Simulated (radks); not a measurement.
**Br⁴⁺ in [Ar] 3d10 4s2 4p1: an all-electron calculation**

One table from this session's results is given with a row withheld; the runs are named, their logs left out.

Program: radks (a radial shooting solver on a logarithmic mesh, Libxc functionals) version 1. Level of theory: scalar-relativistic Kohn-Sham, PBEsol, spin-polarised, spherical densities, finite nucleus; open shells are filled with parallel spins first. These are calculated values, not measurements, unless marked.

## The atom as given

| Property | Result |
| --- | --- |
| element | bromine (Z = 35) |
| charge | +4 |
| electrons | 31 |
| configuration | [Ar] 3d10 4s2 4p1 |
| nuclear rms radius | 4.1629 fm |

Outer shells as boxes (Hund's rule):

Br⁴⁺
```
[Ar] core
3d [↑↓][↑↓][↑↓][↑↓][↑↓]
4s [↑↓]
4p [↑ ][  ][  ]
```

The first run:

Settings of this run:

```text
Z 35
configuration [Ar] 3d10 4s2 4p1
relativity scalar-relativistic
functional pbe_sol,pbe_sol
spin polarised
nucleus finite rms 4.1629 fm
c 137.035999084
```

The run is started by

```console
$ python run_ks.py task.json out
```

This one command runs every case of the session in turn.

One table of the session follows, with a row left open; its other results are not shown here.

It belongs to the step «Shells». Radial moments (bohr):

```
  level      <r>  outermost maximum (interpolated)  90 % within  nodes
  1s up  0.04277                            0.0279       0.0765      0
1s down  0.04277                            0.0279       0.0765      0
  2s up   0.1896                             0.159        0.293      1
2s down   0.1896                             0.159        0.293      1
  2p up   0.1655                             0.127        0.270      0
2p down   0.1655                             0.127        0.270      0
  3s up   0.5513                             0.484        0.821      2
3s down   0.5512                             0.484        0.820      2
  3p up   0.5635                             0.481        0.860      1
3p down   0.5632                             0.481        0.860      1
  3d up   0.5861                             0.430        0.964      0
3d down        ?                                 ?            ?      ?
  4s up    1.505                              1.35         2.18      3
4s down    1.503                              1.34         2.18      3
  4p up    1.686                              1.50         2.46      2
4p down    1.689                              1.49         2.48      2
```

Estimate the missing values for 3d down.

As computed: <r>: 0.5847; outermost maximum (interpolated): 0.430; 90 % within: 0.961; nodes: 0. In the column «<r>» it lies between 3p up (0.5635) and 3d up (0.5861).

Limits of these values: Open shells are spherical and high-spin; term and fine-structure splittings are not resolved.
